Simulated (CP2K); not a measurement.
# A workflow on CH4ClGe (SMILES Cl[CH2][GeH2])

We compute a structure relaxation (doublet CH4ClGe, GFN2-xTB), then energy and forces (singlet CH4ClGe+, GFN2-xTB), then a geometry optimisation (singlet CH4ClGe+, GFN2-xTB), then energy and forces (doublet CH4ClGe, GFN2-xTB) of CH4ClGe. 

The results are computed with CP2K 2026.2.

3 further runs of the same task are left out: 3 set aside as unsound or not needed.

## Step 1: The structure to begin with

CH4ClGe: 7 atoms, total charge 0, spin state doublet. As SMILES, `Cl[CH2][GeH2]`. Geometry: a GFN2-xTB relaxation, a rough one for these elements and not checked as a minimum. This is one conformer, not always the lowest. The run starts from this shape.

Bond lengths: Cl1–C2 1.761 Å, C2–Ge3 2.045 Å, C2–H4 1.086 Å, C2–H5 1.088 Å, Ge3–H6 1.570 Å, Ge3–H7 1.557 Å. Angles: Cl1–C2–Ge3 107.7°, Cl1–C2–H4 108.3°, Cl1–C2–H5 108.2°, Ge3–C2–H4 114.5°, Ge3–C2–H5 108.1°, C2–Ge3–H6 102.8°, C2–Ge3–H7 102.1°, H4–C2–H5 109.9°, H6–Ge3–H7 100.3°.

## Step 2: A geometry optimisation at GFN2-xTB (run 1)

gas.inp

```
&GLOBAL
    PROJECT_NAME gas
    RUN_TYPE GEO_OPT
    PRINT_LEVEL LOW
&END GLOBAL

&FORCE_EVAL
    METHOD QS
    &DFT
        MULTIPLICITY 2
        UKS T
        &QS
            METHOD XTB
            EPS_DEFAULT 1.0E-10
            &XTB
                GFN_TYPE TBLITE
                &TBLITE
                    METHOD GFN2
                &END TBLITE
                CHECK_ATOMIC_CHARGES F
            &END XTB
        &END QS
        &POISSON
            PERIODIC NONE
            POISSON_SOLVER ANALYTIC
        &END POISSON
        &SCF
            SCF_GUESS ATOMIC
            EPS_SCF 1.0E-06
            MAX_SCF 150
            ADDED_MOS 2
            &DIAGONALIZATION
                ALGORITHM STANDARD
            &END DIAGONALIZATION
            &MIXING
                METHOD DIRECT_P_MIXING
                ALPHA 0.4
            &END MIXING
        &END SCF
        &PRINT
            &MOMENTS
                PERIODIC F
                REFERENCE COM
                MAX_MOMENT 1
            &END MOMENTS
            &MULLIKEN OFF
            &END MULLIKEN
            &HIRSHFELD OFF
            &END HIRSHFELD
        &END PRINT
    &END DFT
    &SUBSYS
        &CELL
            ABC 15.4 15 15
            PERIODIC NONE
        &END CELL
        &COORD
            Cl     7.413000     6.017595     6.003390
            C      6.756420     7.330535     6.975330
            Ge     8.320340     8.507495     7.567690
            H      6.002340     7.846235     6.388440
            H      6.301730     6.899925     7.865510
            H      7.876760     8.982405     8.996610
            H      9.397660     7.449735     7.949000
        &END COORD
    &END SUBSYS
&END FORCE_EVAL

&MOTION
    &GEO_OPT
        OPTIMIZER BFGS
        MAX_ITER 100
        MAX_FORCE 4.5E-04
        RMS_FORCE 3.0E-04
    &END GEO_OPT
    &PRINT
        &TRAJECTORY
            &EACH
                GEO_OPT 1
            &END EACH
        &END TRAJECTORY
        &FORCES ON
            &EACH
                GEO_OPT 1
            &END EACH
        &END FORCES
        &RESTART OFF
        &END RESTART
        &RESTART_HISTORY OFF
        &END RESTART_HISTORY
    &END PRINT
&END MOTION
```

Run with:

```sh
$ OMP_NUM_THREADS=1 cp2k.psmp -i gas.inp -o gas.out
```

The program printed:

```text
CP2K| version string:                                       CP2K version 2026.2
[...]
 GLOBAL| Method name                                                        CP2K
[...]
 GLOBAL| Run type                                                        GEO_OPT
[...]
                             - Atoms:                                          7
[...]
                             - Spherical basis functions:                     26
[...]
 Number of electrons:                                                         10
[...]
  *** SCF run converged in    16 steps ***
[...]
 ENERGY| Total FORCE_EVAL ( QS ) energy [hartree]            -10.596777432587359
[...]
 OPT| Step number                                                              0
[...]
 OPT| Total energy [hartree]                                      -10.5967774326
[...]
 OPT| Step number                                                              4
[...]
 OPT| Total energy [hartree]                                      -10.5968007565
[...]
 OPT| Step number                                                              5
[...]
 OPT| Total energy [hartree]                                      -10.5968010737
[...]
 ***                    GEOMETRY OPTIMIZATION COMPLETED                      ***
[...]
  *** SCF run converged in     3 steps ***
[...]
  Fermi energy:                                                -0.35605359498567
[...]
 TB_DIPOLE| Moment [Debye]         -0.28615510       1.54736976       0.79184393
 TB_DIPOLE| Derivative [a.u.]       0.00000000       0.00000000       0.00000000
 ENERGY| Total FORCE_EVAL ( QS ) energy [hartree]            -10.596801073693570
[...]
```

It took 0.4 s on 1 thread of Arm Neoverse V2, shared host.

Steps, from the record of the run:

```tsv
step	energy from the first frame kept (eV)	largest force (eV/Å)
1	0.0000	0.0429
2	-0.0002	0.0161
3	-0.0002	0.0110
4	-0.0003	0.0075
5	-0.0003	0.0051
6	-0.0003	0.0051
```

After the run. Bond lengths: Cl1–C2 1.763 Å, C2–Ge3 2.038 Å, C2–H4 1.087 Å, C2–H5 1.088 Å, Ge3–H6 1.565 Å, Ge3–H7 1.553 Å. Angles: Cl1–C2–Ge3 107.6°, Cl1–C2–H4 108.2°, Cl1–C2–H5 108.1°, Ge3–C2–H4 114.4°, Ge3–C2–H5 108.7°, C2–Ge3–H6 103.0°, C2–Ge3–H7 102.4°, H4–C2–H5 109.7°, H6–Ge3–H7 101.0°.

## Step 3: The singlet cation: energy and gradient at GFN2-xTB (run 2)

qs.inp

```
&GLOBAL
    PROJECT qs
    RUN_TYPE ENERGY_FORCE
    PRINT_LEVEL MEDIUM
&END GLOBAL
&FORCE_EVAL
    METHOD QS
    &DFT
        CHARGE 1
        &QS
            METHOD XTB
            EPS_DEFAULT 1.0E-10
            &XTB
                GFN_TYPE TBLITE
                &TBLITE
                    METHOD GFN2
                &END TBLITE
                CHECK_ATOMIC_CHARGES F
            &END XTB
        &END QS
        ! cluster boundary conditions
        &POISSON
            PERIODIC NONE
            POISSON_SOLVER ANALYTIC
        &END POISSON
        ! self-consistent field
        &SCF
            SCF_GUESS ATOMIC
            EPS_SCF 1.0E-06
            MAX_SCF 150
            ADDED_MOS 2
            &DIAGONALIZATION
                ALGORITHM STANDARD
            &END DIAGONALIZATION
            &MIXING
                METHOD DIRECT_P_MIXING
                ALPHA 0.4
            &END MIXING
        &END SCF
        ! extra output
        &PRINT
            &MOMENTS
                PERIODIC F
                REFERENCE COM
                MAX_MOMENT 1
            &END MOMENTS
            &MO ON
                ENERGIES T
                OCCUPATION_NUMBERS T
                NDIGITS 6
                &EACH
                    QS_SCF 0
                &END EACH
                ADD_LAST NUMERIC
            &END MO
            &HIRSHFELD OFF
            &END HIRSHFELD
        &END PRINT
    &END DFT
    &SUBSYS
        &CELL
            ABC 15.4 15 15
            PERIODIC NONE
        &END CELL
        &COORD
            Cl     7.412285     6.015540     6.005625
            C      6.754655     7.326492     6.984434
            Ge     8.316047     8.495606     7.575331
            H      6.002882     7.845384     6.396036
            H      6.292356     6.889617     7.867502
            H      7.871213     8.984460     8.994375
            H      9.397118     7.444705     7.949231
        &END COORD
    &END SUBSYS
    ! extra output
    &PRINT
        &FORCES ON
        &END FORCES
    &END PRINT
&END FORCE_EVAL
```

Run with:

```sh
$ OMP_NUM_THREADS=1 cp2k.psmp qs.inp > qs.out
```

The program printed:

```text
CP2K| version string:                                       CP2K version 2026.2
[...]
 GLOBAL| Method name                                                        CP2K
[...]
 GLOBAL| Run type                                                   ENERGY_FORCE
[...]
                             - Atoms:                                          7
[...]
                             - Spherical basis functions:                     26
[...]
 Number of electrons:                                                         18
[...]
  *** SCF run converged in    28 steps ***
[...]
  Fermi energy:                                                -0.60294623605056
[...]
 TB_DIPOLE| Moment [Debye]         -1.17622940       0.78642350       2.17219887
 TB_DIPOLE| Derivative [a.u.]       0.00000000       0.00000000       0.00000000
[...]
 ENERGY| Total FORCE_EVAL ( QS ) energy [hartree]            -10.121213664594691
 FORCES| Atomic forces [hartree/bohr]
 FORCES|   Atom     x               y               z               |f|
 FORCES|      1  1.97852379E-04  3.38148753E-03  5.79936379E-03   6.71611672E-03
 FORCES|      2 -3.00104331E-03 -4.85328010E-03 -2.89668622E-02   2.95235447E-02
 FORCES|      3 -1.10925136E-02 -2.52135909E-02  2.85477722E-02   3.96704464E-02
 FORCES|      4 -4.33821728E-03  3.13167983E-03 -1.91550889E-03   5.68302050E-03
 FORCES|      5  4.72288468E-03  3.96323286E-03  8.63980310E-03   1.06140969E-02
 FORCES|      6  2.68788062E-03  1.45765024E-02 -1.29208537E-03   1.48784612E-02
 FORCES|      7  1.08231566E-02  5.01396838E-03 -1.08124827E-02   1.60993906E-02
 FORCES| Sum     9.02056208E-17  2.25514052E-17 -8.84708973E-17
 FORCES| Total atomic force                                       1.28346093E-16
[...]
```

Run time: 0.24 s. Hardware: 1 thread of Arm Neoverse V2, shared host.

## Step 4: The singlet cation: a structure relaxation at GFN2-xTB (run 3)

molecule.inp

```
&GLOBAL
 PROJECT molecule
 RUN_TYPE GEO_OPT
 PRINT_LEVEL LOW
&END GLOBAL

&FORCE_EVAL
 METHOD QS
 &DFT
  CHARGE 1
  MULTIPLICITY 1
  ! Quickstep
  &QS
   METHOD XTB
   EPS_DEFAULT 1.0E-10
   &XTB
    GFN_TYPE TBLITE
    &TBLITE
     METHOD GFN2
    &END TBLITE
    CHECK_ATOMIC_CHARGES F
   &END XTB
  &END QS
  &POISSON
   PERIODIC NONE
   POISSON_SOLVER ANALYTIC
  &END POISSON
  ! SCF settings
  &SCF
   SCF_GUESS ATOMIC
   EPS_SCF 1.0E-06
   MAX_SCF 150
   ADDED_MOS 2
   &DIAGONALIZATION
    ALGORITHM STANDARD
   &END DIAGONALIZATION
   &MIXING
    METHOD DIRECT_P_MIXING
    ALPHA 0.4
   &END MIXING
  &END SCF
  &PRINT
   &MOMENTS
    PERIODIC F
    REFERENCE COM
    MAX_MOMENT 1
   &END MOMENTS
   &MULLIKEN OFF
   &END MULLIKEN
   &HIRSHFELD OFF
   &END HIRSHFELD
  &END PRINT
 &END DFT
 &SUBSYS
  ! vacuum box
  &CELL
   ABC [angstrom] 15.4 15 15
   PERIODIC NONE
  &END CELL
  &COORD
   Cl     7.412285     6.015540     6.005625
   C      6.754655     7.326492     6.984434
   Ge     8.316047     8.495606     7.575331
   H      6.002882     7.845384     6.396036
   H      6.292356     6.889617     7.867502
   H      7.871213     8.984460     8.994375
   H      9.397118     7.444705     7.949231
  &END COORD
 &END SUBSYS
&END FORCE_EVAL

&MOTION
 &GEO_OPT
  OPTIMIZER BFGS
  MAX_ITER 100
  MAX_FORCE 4.5E-04
  RMS_FORCE 3.0E-04
 &END GEO_OPT
 &PRINT
  &TRAJECTORY
   &EACH
    GEO_OPT 1
   &END EACH
  &END TRAJECTORY
  &FORCES ON
   &EACH
    GEO_OPT 1
   &END EACH
  &END FORCES
  &RESTART OFF
  &END RESTART
  &RESTART_HISTORY OFF
  &END RESTART_HISTORY
 &END PRINT
&END MOTION
```

Run with:

```sh
$ OMP_NUM_THREADS=1 cp2k.psmp molecule.inp > molecule.out
```

The program printed:

```text
CP2K| version string:                                       CP2K version 2026.2
[...]
 GLOBAL| Method name                                                        CP2K
[...]
 GLOBAL| Run type                                                        GEO_OPT
[...]
                             - Atoms:                                          7
[...]
                             - Spherical basis functions:                     26
[...]
 Number of electrons:                                                         18
[...]
  *** SCF run converged in    28 steps ***
[...]
 ENERGY| Total FORCE_EVAL ( QS ) energy [hartree]            -10.121213664594691
[...]
 OPT| Step number                                                              0
[...]
 OPT| Total energy [hartree]                                      -10.1212136646
[...]
 OPT| Step number                                                             15
[...]
 OPT| Total energy [hartree]                                      -10.1515137468
[...]
 OPT| Step number                                                             16
[...]
 OPT| Total energy [hartree]                                      -10.1515142929
[...]
 ***                    GEOMETRY OPTIMIZATION COMPLETED                      ***
[...]
  *** SCF run converged in     1 steps ***
[...]
  Fermi energy:                                                -0.55651182417984
[...]
 TB_DIPOLE| Moment [Debye]         -0.71389591       2.52187051       2.10255581
 TB_DIPOLE| Derivative [a.u.]       0.00000000       0.00000000       0.00000000
 ENERGY| Total FORCE_EVAL ( QS ) energy [hartree]            -10.151514292894708
[...]
```

Run time: 0.56 s. Hardware: 1 thread of Arm Neoverse V2, shared host.

The path in brief:

```tsv
step	energy from the first frame kept (eV)	largest force (eV/Å)
1	0.0000	1.0885
2	-0.1474	0.5707
3	-0.1957	0.4578
4	-0.2829	0.7385
5	-0.3242	0.9095
6	-0.3616	0.4921
7	-0.3725	0.1968
8	-0.3756	0.1614
9	-0.3775	0.1540
10	-0.3786	0.1012
11	-0.3790	0.0294
12	-0.3792	0.0351
13	-0.3795	0.0432
14	-0.3796	0.0242
15	-0.3797	0.0069
16	-0.3797	0.0083
17	-0.3797	0.0083
```

After the run. Bond lengths: Cl1–C2 1.783 Å, C2–Ge3 2.007 Å, C2–H4 1.094 Å, C2–H5 1.094 Å, Ge3–H6 1.570 Å, Ge3–H7 1.532 Å. Angles: Cl1–C2–Ge3 99.9°, Cl1–C2–H4 110.9°, Cl1–C2–H5 110.9°, Ge3–C2–H4 112.5°, Ge3–C2–H5 112.2°, C2–Ge3–H6 128.7°, C2–Ge3–H7 113.6°, H4–C2–H5 110.2°, H6–Ge3–H7 117.7°.

## Step 5: Energy and forces at GFN2-xTB (run 4)

run.inp

```
&GLOBAL
    PROJECT run
    RUN_TYPE ENERGY_FORCE
    PRINT_LEVEL MEDIUM
&END GLOBAL

&FORCE_EVAL
    METHOD Quickstep
    &DFT
        MULTIPLICITY 2
        SPIN_POLARIZED T
        &QS
            METHOD XTB
            EPS_DEFAULT 1.0E-10
            &XTB
                GFN_TYPE TBLITE
                &TBLITE
                    METHOD GFN2
                &END TBLITE
                CHECK_ATOMIC_CHARGES F
            &END XTB
        &END QS
        &POISSON
            PERIODIC NONE
            POISSON_SOLVER ANALYTIC
        &END POISSON
        &SCF
            SCF_GUESS ATOMIC
            EPS_SCF 1.0E-06
            MAX_SCF 150
            ADDED_MOS 2
            &DIAGONALIZATION
                ALGORITHM STANDARD
            &END DIAGONALIZATION
            &MIXING
                METHOD DIRECT_P_MIXING
                ALPHA 0.4
            &END MIXING
        &END SCF
        &PRINT
            &MOMENTS
                PERIODIC F
                REFERENCE COM
                MAX_MOMENT 1
            &END MOMENTS
            &MO ON
                ENERGIES T
                OCCUPATION_NUMBERS T
                NDIGITS 6
                &EACH
                    QS_SCF 0
                &END EACH
                ADD_LAST NUMERIC
            &END MO
            &HIRSHFELD OFF
            &END HIRSHFELD
        &END PRINT
    &END DFT
    &SUBSYS
        &CELL
            ABC 15.6 15.3 15
            PERIODIC NONE
        &END CELL
        &COORD
            Cl     7.624514     6.012103     6.021143
            C      6.709940     7.228767     6.950178
            Ge     8.217897     8.122985     7.927863
            H      6.181304     7.913865     6.281050
            H      6.003143     6.747177     7.632561
            H      8.152029     9.287897     8.978857
            H      9.596857     7.550830     7.584578
        &END COORD
    &END SUBSYS
    &PRINT
        &FORCES ON
        &END FORCES
    &END PRINT
&END FORCE_EVAL
```

Run with:

```sh
$ OMP_NUM_THREADS=1 cp2k.psmp -i run.inp -o run.out
```

The program printed:

```text
CP2K| version string:                                       CP2K version 2026.2
[...]
 GLOBAL| Method name                                                        CP2K
[...]
 GLOBAL| Run type                                                   ENERGY_FORCE
[...]
                             - Atoms:                                          7
[...]
                             - Spherical basis functions:                     26
[...]
 Number of electrons:                                                         10
[...]
  *** SCF run converged in    16 steps ***
[...]
  Fermi energy:                                                -0.26903001398350
[...]
 TB_DIPOLE| Moment [Debye]         -0.51229807       1.27560095       1.03355988
 TB_DIPOLE| Derivative [a.u.]       0.00000000       0.00000000       0.00000000
[...]
 ENERGY| Total FORCE_EVAL ( QS ) energy [hartree]            -10.555511935000021
 FORCES| Atomic forces [hartree/bohr]
 FORCES|   Atom     x               y               z               |f|
 FORCES|      1 -9.57545726E-03  3.93064609E-03  1.95852125E-03   1.05344751E-02
 FORCES|      2  5.52087616E-03  2.59187110E-03  4.31892690E-03   7.47335259E-03
 FORCES|      3  1.40587525E-02  9.34568402E-03  7.49388558E-03   1.84702099E-02
 FORCES|      4  2.45005346E-03 -6.29365907E-03  8.02739528E-04   6.80127173E-03
 FORCES|      5  3.08524146E-03 -5.50984920E-04 -6.14543600E-03   6.89845511E-03
 FORCES|      6 -2.01415552E-03 -1.42279979E-02 -1.22936671E-02   1.89110284E-02
 FORCES|      7 -1.35253108E-02  5.20444063E-03  3.86502985E-03   1.49986230E-02
 FORCES| Sum     7.80625564E-17 -2.60208521E-17  4.85722573E-17
 FORCES| Total atomic force                                       9.55516177E-17
[...]
```

It took 0.24 s on 1 thread of Arm Neoverse V2, shared host.

## Step 6: Results

| quantity | value |
| --- | --- |
| run 1, GFN2-xTB: total energy at the end | -10.59680 Eh |
| run 1, GFN2-xTB: dipole moment (from atomic charges alone) | 1.76 D |
| singlet cation, run 2: total energy | -10.12121 Eh |
| singlet cation, run 2: HOMO energy | -16.84 eV |
| singlet cation, run 2: LUMO energy | -15.98 eV |
| singlet cation, run 2: HOMO–LUMO gap | 0.86 eV |
| singlet cation, run 2: largest force on an atom | 2.040 eV/Å |
| singlet cation, run 3: total energy at the end | -10.15151 Eh |
| run 4, GFN2-xTB: total energy | -10.55551 Eh |
| run 4, GFN2-xTB: dipole moment (from atomic charges alone) | 1.72 D |
| run 4, GFN2-xTB: HOMO energy (highest over α and β) | -7.73 eV |
| run 4, GFN2-xTB: LUMO energy (lowest over α and β) | -6.91 eV |
| run 4, GFN2-xTB: largest force on an atom | 0.972 eV/Å |
| adiabatic ionisation energy (to the singlet cation, no zero-point term) | 12.117 eV |

What this shows: No empirical shift is applied, and without it xTB methods put this difference several eV too high. The largest force (run 4, GFN2-xTB) is 0.97 eV/Å: the shape isn't a stationary point for this species at this level. The adiabatic ionisation energy (to the singlet cation, no zero-point term) is 12.12 eV (279 kcal/mol). The dipole (run 1, GFN2-xTB) comes from point charges on the atoms alone, without atomic dipoles, so it is partial. The optimisation (run 1, GFN2-xTB) took 5 steps and changed the energy by -0.001 eV. The optimisation (singlet cation, run 3) took 16 steps and changed the energy by -0.825 eV.
